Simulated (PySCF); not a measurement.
# Ti(OH)₃: structure of the doublet

Where does doublet Ti(OH)₃ go from a T-shaped start, is the end point a minimum, and what are its modes, charges and moments?

Method: PBE0, basis Ti def2-TZVP, O def2-TZVP, H def2-TZVP, no relativity, density fitting; program: PySCF 2.14.0.

## (1) Where the work starts

7 atoms, charge 0, spin multiplicity 2.

Bond lengths: Ti1–O2 1.990 Å, Ti1–O3 1.990 Å, Ti1–O4 1.990 Å, O2–H5 0.960 Å, O3–H6 0.960 Å, O4–H7 0.960 Å. Angles: O2–Ti1–O3 88.0°, O2–Ti1–O4 88.0°, O3–Ti1–O4 176.0°, Ti1–O2–H5 130.0°, Ti1–O3–H6 130.0°, Ti1–O4–H7 130.0°.

```xyz
7
charge 0 multiplicity 2
Ti    0.0000    0.0000    0.0000
O     0.0000    0.0000    1.9900
O     1.9888    0.0000    0.0694
O    -1.9888    0.0000    0.0694
H    -0.7354    0.0000    2.6071
H     2.6055   -0.7354    0.0910
H    -2.6055    0.7354    0.0910
```

## (2) First SCF at the start

One driver script runs all steps and calls PySCF; scf.py shows how it sets up the SCF of each step. The optimiser is the driver's own. After this first run the driver tries any further starts and a stability analysis.

Input file scf.py:

```python
from pyscf import gto, scf, dft
mol = gto.M(atom='''
Ti     0.000000     0.000000     0.000000
O      0.000000     0.000000     1.990000
O      1.988800     0.000000     0.069400
O     -1.988800     0.000000     0.069400
H     -0.735400     0.000000     2.607100
H      2.605500    -0.735400     0.091000
H     -2.605500     0.735400     0.091000''',
    basis={'Ti': 'def2-TZVP', 'O': 'def2-TZVP', 'H': 'def2-TZVP'},
    charge=0, spin=1)
mf = dft.UKS(mol, xc='PBE0')
mf.grids.atom_grid = (50, 194)
aux = {'Ti': 'def2-universal-JKFIT', 'O': 'def2-universal-JKFIT', 'H': 'def2-universal-JKFIT'}
mf = mf.density_fit(auxbasis=aux)
mf.conv_tol = 1e-08
mf.diis_space = 10
mf.max_cycle = 60
mf.init_guess = 'minao'
mf.verbose = 4
mf.kernel()
```

Started as:

```
> OMP_NUM_THREADS=4 python axn.py task.json out
```

After this run come: Relaxing the doublet from the T-shaped start; Is it a minimum? Harmonic modes.

**Question.** What will these runs give? Wanted: minimum; geometry; wavenumbers; dipole moment; highest occupied, lowest empty level; polar-tensor charge of Ti1; zero-point energy; atomisation energy; ⟨S²⟩.

The runs gave:

| quantity | value |
| --- | --- |
| minimum | doublet, C3h |
| geometry | O–H 0.954 Å (×3), Ti–O 1.803 Å (×3); H–O–Ti 150.9° (×3), O–Ti–O 120.0° (×3) |
| wavenumbers (cm⁻¹) | 111 (a''), 164 (e'), 238 (a'), 292 (e'), 333 (e''), 385 (a''), 686 (a'), 787 (e'), 3984 (e'), 3989 (a') |
| dipole moment | 0.00 D |
| highest occupied, lowest empty level (either spin) | -5.54, -1.03 eV |
| polar-tensor charge of Ti1 | +1.95 e |
| zero-point energy | 98.9 kJ/mol |
| entropy at 298.15 K | 342.4 J/(mol K) |
| atomisation energy (no zero-point energy) | 2766 kJ/mol |
| ⟨S²⟩ | 0.754 |

The T-shaped start (C1) ends in a minimum of C3h symmetry. The strongest infrared band lies at 3984 cm⁻¹ (e'). The dipole vanishes although Ti1 carries +2.0 e by the polar tensor: the bond dipoles cancel. Most of the spin sits on Ti1 (Mulliken spin 1.07, against 1 for the whole molecule). Other starts or spin states, not run here, may lie lower. One determinant may miss the lowest occupation of an open d or f shell.
